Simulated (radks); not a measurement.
**The Coulomb parameter U of the 4f shell of Tb²⁺**

Aim: U as the second difference [E(n + 1) + E(n − 1) − 2E(n)]/1², with all orbitals relaxed. Bare: the atom's charge changes with n. Screened: the 5d shell takes up the change. The start is a model configuration, not necessarily the ground state.

Program: radks (a radial shooting solver on a logarithmic mesh, Libxc functionals) version 1. Level of theory: Dirac Kohn-Sham, LDA (Slater exchange, Perdew-Wang correlation), spin-unpolarised, spherical densities, finite nucleus; open shells are shared between the two j in proportion to 2j + 1. These are calculated values, not measurements, unless marked.

## (1) The atom as given

- element: terbium (Z = 65)
- charge: +2
- electrons: 63
- configuration: [Xe] 4f7 5d2
- nuclear rms radius: 5.06 fm

Outer shells as boxes (Hund's rule):

Tb²⁺
```
[Xe] core
4f [↑ ][↑ ][↑ ][↑ ][↑ ][↑ ][↑ ]
5d [↑ ][↑ ][  ][  ][  ]
```

## (2) Start: [Xe] 4f7 5d2

Settings of this run:

```text
Z 65
configuration [Xe] 4f7 5d2
relativity Dirac
functional lda,pw
spin unpolarised
j_filling average
nucleus finite rms 5.06 fm
c 137.035999084
```

The run is started by

```
$ python run_ks.py task.json out
```

The same process makes all the runs of this session.

## (3) Bare +1: [Xe] 4f8 5d2

Changes since step 2:

```diff
@@ -1,3 +1,3 @@
 Z 65
-configuration [Xe] 4f7 5d2
+configuration [Xe] 4f8 5d2
 relativity Dirac
```

## (4) Bare -1: [Xe] 4f6 5d2

Changes since step 3:

```diff
@@ -1,3 +1,3 @@
 Z 65
-configuration [Xe] 4f8 5d2
+configuration [Xe] 4f6 5d2
 relativity Dirac
```

## (5) Screened +1: [Xe] 4f8 5d1

Changes since step 4:

```diff
@@ -1,3 +1,3 @@
 Z 65
-configuration [Xe] 4f6 5d2
+configuration [Xe] 4f8 5d1
 relativity Dirac
```

## (6) Screened -1: [Xe] 4f6 5d3

Changes since step 5:

```diff
@@ -1,3 +1,3 @@
 Z 65
-configuration [Xe] 4f8 5d1
+configuration [Xe] 4f6 5d3
 relativity Dirac
```

**Question.** What will these runs give?

**Answer**, as computed:

```csv
quantity,value (eV)
"U, bare",18.068
"U, screened by 5d",5.748
```

Letting 5d compensate leaves 32 % of the bare value; this second difference measures U(4f,4f) + U(5d,5d) − 2U(4f,5d). A solid screens further than the bare atom, so the bare value is an upper guide for the U of a crystal.
